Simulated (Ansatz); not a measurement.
# InGaO: the cost of one run

Method: DFT PBE, scalar-relativistic, plane waves, PAW, in Ansatz 0.2.0.

## (1) The structure to begin with

Symmetry: P6_3/mmc, No. 194, hexagonal system. Conventional cell: a = 4.130 Å, b = 4.130 Å, c = 7.388 Å, α = 90.00°, β = 90.00°, γ = 120.00°. In (site symmetry -3m) is surrounded by 6 Ga at 3.02 Å and 6 O at 3.02 Å. Ga (site symmetry -6m2) is surrounded by 3 O at 2.38 Å. Around O (site symmetry -6m2) lie 3 Ga at 2.38 Å and 6 In at 3.02 Å.

Coordinates:

```cif
data_structure
_symmetry_space_group_name_H-M 'P6_3/mmc'
_symmetry_Int_Tables_number 194
_cell_length_a 4.1303
_cell_length_b 4.1303
_cell_length_c 7.3880
_cell_angle_alpha 90.000
_cell_angle_beta 90.000
_cell_angle_gamma 120.000
_cell_volume 109.15
loop_
_atom_site_label
_atom_site_type_symbol
_atom_site_symmetry_multiplicity
_atom_site_Wyckoff_symbol
_atom_site_fract_x
_atom_site_fract_y
_atom_site_fract_z
_atom_site_occupancy
In1 In 2 a 0.00000 0.00000 0.00000 1
Ga1 Ga 2 d 0.33333 0.66667 0.75000 1
O1 O 2 c 0.33333 0.66667 0.25000 1
```

Recipe of the guess: species swapped into a database cell of DyCuSi (P6_3/mmc, No. 194), with In on the Dy sites, Ga on the Si sites and O on the Cu sites. Its size is a rough estimate.

## (2) A first look at the guess

Contents of input.yaml:

```yaml
crystal:
  lattice:
    - [4.13034002, 0.0, 0.0]
    - [-2.06517001, 3.57697938, 0.0]
    - [0.0, 0.0, 7.38798966]
  atoms:
    - { symbol: In, position: [0.0, 0.0, 0.0] }
    - { symbol: In, position: [0.0, 0.0, 0.5] }
    - { symbol: Ga, position: [0.33333333, 0.66666667, 0.75] }
    - { symbol: Ga, position: [0.66666667, 0.33333333, 0.25] }
    - { symbol: O, position: [0.33333333, 0.66666667, 0.25] }
    - { symbol: O, position: [0.66666667, 0.33333333, 0.75] }
basis:
  ecutwfc: 420
kpoints:
  mp_grid: { grid: [6, 6, 4] }
hamiltonian:
  xc: pbe
scf:
  occupations: { method: gaussian, width: 0.1 }
  lower_state_search: "off"
output:
  forces: true
  stress: true
  eigenvalues: true
```

Launch:

```
> ansatz run input.yaml --threads 1 --pin off --max-ram 2560MiB --backend cpu --events-out ev --progress --plain --runs-dir out
```

**Question.** How long does this run take on 1 thread of Intel Xeon at 2.70GHz, shared host, and how much memory does it need?

About 7 s, with a peak of 0.43 GiB.
